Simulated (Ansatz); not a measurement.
Working through a comparison of norm-conserving and PAW potentials of Ge, space group Imma

Computed with Ansatz 0.2.0 through its Python package.

At the Python prompt:
```pycon
>>> import ansatz
>>> import numpy as np
>>> import pandas as pd
>>> def count_gap(report):
...     # lowest empty less highest filled band, counting bands; zero where they overlap
...     return max(report.get('gap_by_band_count_ev') or 0.0, 0.0)
...
>>> ge = (
...     ansatz.Lattice.from_parameters(3.914256, 3.914256, 3.914256, alpha=100.76742, beta=94.74441, gamma=136.9255)
...     .atom('Ge', (0.185943, 0.935943, 0.25))
...     .atom('Ge', (0.814057, 0.064057, 0.75))
... )
>>> len(ge.resolved().sites)
2
>>> model = (
...     ge.calculation()
...     .occupations('methfessel_paxton', width=0.1)
...     .functional('lda')
...     .kpoints(11, 11, 11)
...     .stress()
...     .forces()
...     .band_table()
... )
>>> variants = {
...     'PAW': model.pseudopotentials('paw'),
...     'norm-conserving': model.pseudopotentials('nc'),
... }
>>> # totals differ by the cores that each treatment holds, so compare what does not depend on them
>>> rows = []
>>> for label, variant in variants.items():
...     rep = variant.run(threads=1).report
...     levels = np.array(rep['eigenvalues_ev'][0]) - rep['fermi_energy_ev']
...     print(label, 'levels at the first k-point near E_F:', np.round(levels[np.abs(levels) < 5], 3))
...     rows.append((label, rep['n_electrons'], np.trace(rep['stress_gpa']) / 3, count_gap(rep)))
...
DeckWarning: basis.ecutwfc = 420 eV, auto-derived from the records' recommended cutoffs: set by Ge (normal level)
PAW levels at the first k-point near E_F: [-3.954 -2.337 -1.899  3.542]
DeckWarning: basis.ecutwfc = 1061.244064 eV, auto-derived from the records' recommended cutoffs: set by Ge (normal level)
norm-conserving levels at the first k-point near E_F: [-3.958 -2.334 -1.898  3.547]
>>> print(pd.DataFrame(rows, columns=['treatment', 'electrons in bands', 'P GPa', 'gap by band count eV']).round(4).to_string(index=False))
      treatment  electrons in bands   P GPa  gap by band count eV
            PAW                28.0 -4.2638                   0.0
norm-conserving                28.0 -4.2939                   0.0
```

PAW gives -4.264 GPa and norm-conserving -4.294 GPa, 0.030 GPa apart. They took 5.1 and 13.5 s of processor time.

Reading the output:
- The computed bands are complete only to about 3.9 eV above the Fermi level.
- A gap by band count of zero or less means overlapping bands, a metal.
- This isn't the structure that Ge takes at ambient conditions.
- Levels are Kohn-Sham eigenvalues on this mesh, without spin-orbit coupling.
- Warnings are shown shortened and without file and line.
- Stress is positive in compression.
- Processor time in the engine: 19 s on 1 thread of Intel(R) Xeon(R) Processor @ 2.30GHz, on a shared host, peak memory 0.83 GiB.
